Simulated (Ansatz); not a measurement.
# LaIn: the crystal squeezed far

How does LaIn answer strong compression, and how long do frozen cores keep up with all electrons? The runs shown use LAPW and crystal datasets. Companion runs by PAW are cited. Its runs: the reference run (LAPW); volume scaled by 0.85 (LAPW); volume scaled by 0.8 (LAPW); volume scaled by 0.4 (LAPW and crystal datasets).

Program: Ansatz 0.2.0. Level of theory: DFT LDA, with the methods named in each step. These are calculated values, not measurements.

## (1) The system as given

The structure is cubic, space group Pm-3m (No. 221). Conventional cell: a = 3.954 Å, b = 3.954 Å, c = 3.954 Å, α = 90.00°, β = 90.00°, γ = 90.00°. Around La (site symmetry m-3m) lie 8 In at 3.42 Å. Around In (site symmetry m-3m) lie 8 La at 3.42 Å.

Coordinates:

```xyz
2
Lattice="3.9541 0.0000 0.0000 0.0000 3.9541 0.0000 0.0000 0.0000 3.9541" Properties=species:S:1:pos:R:3 pbc="T T T"
La    1.9770    1.9770    1.9770
In    0.0000    0.0000    0.0000
```

Whether this phase is the stable one at these pressures isn't tested.

Atoms are numbered in the order of the input: La1, In2.

## (2) The reference volume, LAPW

The input, input.yaml:

```yaml
crystal:
  lattice:
    - [3.95407724, 0.0, 0.0]
    - [0.0, 3.95407724, 0.0]
    - [0.0, 0.0, 3.95407724]
  atoms:
    - { symbol: La, position: [0.5, 0.5, 0.5] }
    - { symbol: In, position: [0.0, 0.0, 0.0] }
kpoints:
  mp_grid: { grid: [9, 9, 9] }
  band_path:
    path:
      - [0.0, 0.0, 0.0]
      - [0.0, 0.5, 0.0]
      - [0.5, 0.5, 0.0]
      - [0.0, 0.0, 0.0]
      - [0.5, 0.5, 0.5]
      - [0.0, 0.5, 0.0]
      - [0.5, 0.5, 0.5]
      - [0.5, 0.5, 0.0]
    npoints: 14
scf:
  occupations: { method: fermi_dirac, width: 0.05 }
hamiltonian:
  xc: lda
  pseudopotentials: { kind: all_electron, lapw: { basis_error: 0.001 } }
output:
  forces: true
  stress: true
  eigenvalues: true
  populations: true
```

The run is started by

```sh
> ansatz run input.yaml --threads 1 --pin off --max-ram 2048MiB --backend cpu --events-out ev --progress --plain --runs-dir out
```

## (3) Volume scaled by 0.85, LAPW

Changes to input.yaml since step 2:

```diff
@@ -2,5 +2,5 @@
   lattice:
-    - [3.95407724, 0.0, 0.0]
-    - [0.0, 3.95407724, 0.0]
-    - [0.0, 0.0, 3.95407724]
+    - [3.7455717768, 0.0, 0.0]
+    - [0.0, 3.7455717768, 0.0]
+    - [0.0, 0.0, 3.7455717768]
   atoms:
@@ -20,3 +20,3 @@
       - [0.5, 0.5, 0.0]
-    npoints: 14
+    npoints: 6
 scf:
```

## (4) Volume scaled by 0.8, LAPW

Changes to input.yaml since step 3:

```diff
@@ -2,5 +2,5 @@
   lattice:
-    - [3.7455717768, 0.0, 0.0]
-    - [0.0, 3.7455717768, 0.0]
-    - [0.0, 0.0, 3.7455717768]
+    - [3.6706401529, 0.0, 0.0]
+    - [0.0, 3.6706401529, 0.0]
+    - [0.0, 0.0, 3.6706401529]
   atoms:
```

## (5) Volume scaled by 0.4, LAPW

Changes to input.yaml since step 4:

```diff
@@ -2,5 +2,5 @@
   lattice:
-    - [3.6706401529, 0.0, 0.0]
-    - [0.0, 3.6706401529, 0.0]
-    - [0.0, 0.0, 3.6706401529]
+    - [2.91338902, 0.0, 0.0]
+    - [0.0, 2.91338902, 0.0]
+    - [0.0, 0.0, 2.91338902]
   atoms:
```

## (6) Volume scaled by 0.4, crystal datasets

The input, input.yaml:

```yaml
crystal:
  lattice:
    - [2.91338902, 0.0, 0.0]
    - [0.0, 2.91338902, 0.0]
    - [0.0, 0.0, 2.91338902]
  atoms:
    - { symbol: La, position: [0.5, 0.5, 0.5] }
    - { symbol: In, position: [0.0, 0.0, 0.0] }
kpoints:
  mp_grid: { grid: [9, 9, 9] }
scf:
  occupations: { method: fermi_dirac, width: 0.05 }
hamiltonian:
  xc: lda
  pseudopotentials: { kind: all_electron, datasets: crystal }
output:
  forces: true
  stress: true
  eigenvalues: true
  efg: { contact_densities: true }
```

(Steps that only read results are left out.)

**Question.** What will these runs give? Wanted: LAPW pressure at 0.4 of the volume; PAW pressure at 0.4 of the volume; crystal datasets pressure at 0.4 of the volume; fitted bulk modulus at zero pressure.

**Answer**, as computed:

| quantity | value |
| --- | --- |
| LAPW pressure at 0.4 of the volume | 263.8 GPa |
| PAW pressure at 0.4 of the volume | 264.8 GPa |
| crystal datasets pressure at 0.4 of the volume | 263.8 GPa |
| fitted bulk modulus at zero pressure (LAPW) | 58 GPa |
| its pressure derivative | 4.00 |

**Reading.** By LAPW the pressure climbs to 264 GPa at 0.4 of the first volume. One third-order Birch-Murnaghan curve follows these points (B₀ = 58 GPa, B′ = 4.00, misfit at most 0.01 GPa). A fit over so wide a range leans to the high pressures, so B₀ can be off by several per cent. Where LAPW's pressure is over 3 GPa, PAW's departs from it by at most 0.7 %, at 0.85 of the volume. The ions are at rest, and the electrons smeared by 0.05 eV. Spin-orbit coupling is left out, though the cell holds La; in elements this heavy it can shift bands and gaps by tenths of an eV.
